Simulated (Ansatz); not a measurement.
Task: a cohesive energy from free atoms of K3Ba and its free atoms, with Ansatz 0.2.0, Python API. Give the script and its output. Use (first run): PBEsol, PAW, cutoff 422 eV, Gaussian smearing of 0.02 eV.

The script reads `k3ba_k3ba.cif`:
```cif
data_K3Ba
_cell_length_a 7.415611
_cell_length_b 7.415611
_cell_length_c 7.415611
_cell_angle_alpha 60.00000
_cell_angle_beta 60.00000
_cell_angle_gamma 60.00000
_symmetry_space_group_name_H-M 'P 1'
_symmetry_Int_Tables_number 1
loop_
_symmetry_equiv_pos_as_xyz
'x, y, z'
loop_
_atom_site_label
_atom_site_type_symbol
_atom_site_fract_x
_atom_site_fract_y
_atom_site_fract_z
K1 K    0.250000    0.250000    0.250000
K2 K    0.750000    0.750000    0.750000
K3 K    0.500000    0.500000    0.500000
Ba4 Ba    0.000000    0.000000    0.000000
```

The script, `cohesive.py`:
```python
"""Binding of K3Ba against spin-polarised atoms in a box."""

from collections import Counter
from dataclasses import dataclass
import warnings

import ansatz as az
from ase.io import read


@dataclass
class RunConfig:
    functional: str = "pbesol"
    k_spacing: float = 0.26
    occupations: str = "gaussian"
    width_ev: float = 0.02


cfg = RunConfig()


def counts(outcome):
    return Counter(site.symbol for site in outcome.lattice.sites)

UNPAIRED = {"K": 1, "Ba": 0}  # unpaired electrons of the free atoms


def ground_state(name, crystal):
    calc = (
        crystal.calculation()
        .scf(algorithm="density_mixing")
        .basis(31 * az.Ry, density_ratio=4)
        .functional(cfg.functional)
        .kpoints(spacing=cfg.k_spacing)
        .occupations(cfg.occupations, width=cfg.width_ev)
    )
    if name.endswith(" atom"):
        calc = calc.kpoints(1, 1, 1).occupations("fermi_dirac", width=0.01)
        if UNPAIRED[name.split()[0]]:
            calc = calc.spin("collinear")
        return calc.run()
    calc = calc.relax(force_tolerance=0.03, cell=True)
    return calc.run()

warnings.simplefilter("ignore")

phases = {}
atoms = read("k3ba_k3ba.cif")
k3ba = az.Crystal.from_ase(atoms)
phases["K3Ba"] = k3ba
# free atoms: a low-symmetry box, moments by the rule of Hund
for element, moment in UNPAIRED.items():
    phases[f"{element} atom"] = az.Lattice.orthorhombic(10.0, 10.5, 11.0).atom(element, (0.5, 0.5, 0.5), moment=moment or None)

done = {}
for name, crystal in phases.items():
    done[name] = ground_state(name, crystal)
    print(f"{name}: {done[name].report['energy_sigma0_ev']:.4f} eV, {len(done[name].lattice.sites)} atoms")

print({element: round(done[f"{element} atom"].report["magnetization_mub"], 2) for element in UNPAIRED}, "muB on the free atoms")
solid = done["K3Ba"]
n = counts(solid)
binding = (sum(k * done[f"{e} atom"].report["energy_sigma0_ev"] for e, k in n.items()) - solid.report["energy_sigma0_ev"]) / sum(n.values())
print(f"cohesive energy {binding:.3f} eV/atom = {96.4853 * binding:.0f} kJ/mol of atoms (no zero-point energy)")
```

```console
$ python cohesive.py
K3Ba: -10410.1469 eV, 4 atoms
K atom: -1515.1487 eV, 1 atoms
Ba atom: -5860.5560 eV, 1 atoms
{'K': 1.0, 'Ba': 0.0} muB on the free atoms
cohesive energy 1.036 eV/atom = 100 kJ/mol of atoms (no zero-point energy)
```

What to keep in mind:
- The settings weren't tested for convergence.
- The magnetic order follows from the starting moments and needn't be the lowest.
- For the metals among these phases the mesh is modest: differences between phases can be off by up to 40 meV an atom.
- The cells come from databases of deposited and of computed structures, and not all need be stable phases.
- Free atoms in a box carry small image and symmetry errors, and spin-orbit coupling is left out.
- Hardware and time: 25 s on 1 thread of Arm Neoverse V1, on a shared host, peak memory 0.9 GiB.
